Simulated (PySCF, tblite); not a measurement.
# C4H12GeSi: geometry, infrared bands and NMR shifts

Aim: predict the infrared bands and NMR shifts of C4H12GeSi (`[GeH3][CH2][SiH2]C1CC1`).

Computed with tblite 0.8.0 and PySCF 2.14.0, with density-fitted response routines of our own, on a single molecule in the gas phase. Atoms count from 0, in the outputs and in this text.

### Step 1. The starting structure

18 atoms, charge 0, multiplicity 1; geometry from: force field or distance geometry start.

Bonds of the start (Å): Ge0–C1 1.93, C1–Si2 1.88, Si2–C3 1.89, C3–C4 1.51, C4–C5 1.51, C5–C3 1.52, Ge0–H6 1.56, Ge0–H7 1.56, Ge0–H8 1.55, C1–H9 1.10, C1–H10 1.12, Si2–H11 1.47, Si2–H12 1.46, C3–H13 1.11, C4–H14 1.11, C4–H15 1.11, C5–H16 1.12, C5–H17 1.11.

### Step 2. Relaxing the molecule with GFN2-xTB

Job settings and geometry (Å):

```
{"job": {"kind": "relax", "xc": "GFN2-xTB", "basis": "xTB"}, "charge": 0, "multiplicity": 1}
Ge    -2.337100     0.083500    -0.679700
C     -1.382000    -1.484700    -0.085400
Si     0.136800    -0.977800     0.907400
C      1.328500    -0.040500    -0.213000
C      1.180100     1.462800    -0.184800
C      2.336800     0.808400     0.534400
H     -3.639500    -0.352000    -1.411400
H     -2.703600     0.971400     0.548000
H     -1.452300     0.894300    -1.654800
H     -1.064600    -2.089400    -0.949400
H     -2.043500    -2.103200     0.567100
H     -0.289800    -0.130000     2.034700
H      0.787900    -2.175200     1.435700
H      1.700200    -0.480000    -1.162400
H      0.399500     1.889100     0.484900
H      1.466900     1.963500    -1.129700
H      2.250800     0.846700     1.647300
H      3.316100     0.919500     0.019400
```

The run is started by

```bash
$ OMP_NUM_THREADS=1 python probes_run.py task.json out
```

One launch serves the whole session: the jobs run in the order shown.

**Question.** This job is followed by: GFN2-xTB harmonic vibrations, gas phase; GIAO PBE0/pcSseg-1 NMR shielding, non-relativistic, gas phase. What will the session give for the following? strongest single infrared mode (GFN2-xTB); zero-point energy (GFN2-xTB); 13C shifts against TMS (PBE0/pcSseg-1, means over atoms taken as alike); 1H shifts against TMS (PBE0/pcSseg-1, means over atoms taken as alike); 73Ge shifts against GeMe4 (PBE0/pcSseg-1); 29Si shifts against TMS (PBE0/pcSseg-1).

The runs gave:

| quantity | value |
| --- | --- |
| strongest single infrared mode (GFN2-xTB) | 763 cm⁻¹, 539 km/mol |
| zero-point energy (GFN2-xTB) | 85.2 kcal/mol |
| 13C shifts against TMS (PBE0/pcSseg-1, means over atoms taken as alike) | 4.6, -4.7, -10.1 ppm |
| 1H shifts against TMS (PBE0/pcSseg-1, means over atoms taken as alike) | 4.15, 3.70, 0.70, 0.22, 0.02, -0.35 ppm |
| 73Ge shifts against GeMe4 (PBE0/pcSseg-1) | -232 ppm |
| 29Si shifts against TMS (PBE0/pcSseg-1) | -26.4 ppm |

In words: Relaxing lowered the energy by 0.344 eV in 43 steps; the close pair that moved most is Ge0–H7, from 1.559 to 1.497 Å. All 48 modes are real, so the xTB geometry is a minimum. The strongest single mode, at 763 cm⁻¹, has its largest shares on Si2, H8, C1 and H7 (the list is cut at 4 atoms). Unscaled tight-binding wavenumbers are off by several per cent, some by more. Its intensities can rank the bands wrongly. At PBE0/pcSseg-1: Shielding is most anisotropic at Ge0 (span 197 ppm, paramagnetic term -1194 ppm). Spin-orbit coupling is left out, which matters for shieldings and couplings at and beside the heavy atoms.
